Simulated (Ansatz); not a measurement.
Working through a rigid scan of one bond length of C2H5FSn, SMILES C[CH2][Sn][F]

Computed with the Python package of Ansatz (0.2.0).

The cells in order, each with its output:

In [1]:
```python
import ansatz as az
import numpy as np
```

In [2]:
```python
params = {
    'basis_set': 'def2-SVP',
    'xc': 'hf',
}
```

In [3]:
```python
GEOMETRY = '''
C    -0.32000    0.88310   -0.11040
C    -0.01610   -0.28310    0.72780
Sn    1.42570   -1.48380   -0.28460
F     0.82880   -2.05810   -1.98860
H    -0.78230    0.58980   -1.11480
H    -1.12890    1.55970    0.40140
H     0.56260    1.54950   -0.29640
H    -0.88220   -0.87590    0.90160
H     0.40080    0.07260    1.74690
'''
```

In [4]:
```python
mol = az.Crystal.molecule()
for line in GEOMETRY.strip().splitlines():
    symbol, *xyz = line.split()
    mol = mol.atom(symbol, [float(v) for v in xyz])
```

In [5]:
```python
symbols = [site.symbol for site in mol.cartesian_sites]
start = np.array([site.position_ang for site in mol.cartesian_sites])
axis = (start[3] - start[2]) / np.linalg.norm(start[3] - start[2])
moving = [3]
lengths, energies = [1.667, 1.743, 1.819, 1.895, 1.97, 2.046, 2.122, 2.236], []
for length in lengths:
    xyz = start.copy()
    xyz[moving] += (length - np.linalg.norm(start[3] - start[2])) * axis
    point = az.Crystal.molecule()
    for symbol, place in zip(symbols, xyz):
        point = point.atom(symbol, place.tolist())
    calc = point.calculation()
    calc = calc.basis(gaussian=params['basis_set']).functional(params['xc'])
    report = calc.run(threads=1, pin='off').report
    energies.append(report['free_energy_ev'])
    print(f'r = {length:6.3f} A  E = {energies[-1]:.5f} eV  <S^2> = {abs(report["mean_field"]["state"]["spin_squared"]):.3f}')
```
```text
r =  1.667 A  E = -10645.87821 eV  <S^2> = 0.000
r =  1.743 A  E = -10646.71301 eV  <S^2> = 0.000
r =  1.819 A  E = -10647.18570 eV  <S^2> = 0.000
r =  1.895 A  E = -10647.40363 eV  <S^2> = 0.000
r =  1.970 A  E = -10647.44434 eV  <S^2> = 0.000
r =  2.046 A  E = -10647.36401 eV  <S^2> = 0.000
r =  2.122 A  E = -10647.20137 eV  <S^2> = 0.000
r =  2.236 A  E = -10646.86424 eV  <S^2> = 0.000
```

In [6]:
```python
# quartic fit about the minimum
fit = np.polynomial.Polynomial.fit(lengths, np.array(energies) - min(energies), 4).convert()
roots = [r.real for r in fit.deriv().roots() if abs(r.imag) < 1e-9 and fit.deriv(2)(r.real) > 0]
r_e = min(roots, key=lambda r: abs(r - lengths[int(np.argmin(energies))]))
print(f'minimum of the fit at {r_e:.4f} A, force constant {fit.deriv(2)(r_e):.2f} eV/A^2')
```
```text
minimum of the fit at 1.9523 A, force constant 22.75 eV/A^2
```

Total energies depend on the basis set; only differences at equal settings carry meaning. The rest of the molecule is held rigid at a force-field or estimated start geometry, and the basis set is modest; single-reference methods fail as a bond breaks. def2 sets replace the cores of elements past krypton by effective core potentials. Hartree-Fock leaves correlation out, so bond, atomisation and ionisation energies come out well too low. The orbitals are restricted, so S² is zero by construction. Toward dissociation an unrestricted state can lie under the restricted one, by tenths of an eV for polar bonds under a functional and by 1 to 2 eV or more for others. The whole script took 19 s on 1 thread of Arm Neoverse N1 (shared host), peak memory 0.23 GiB.
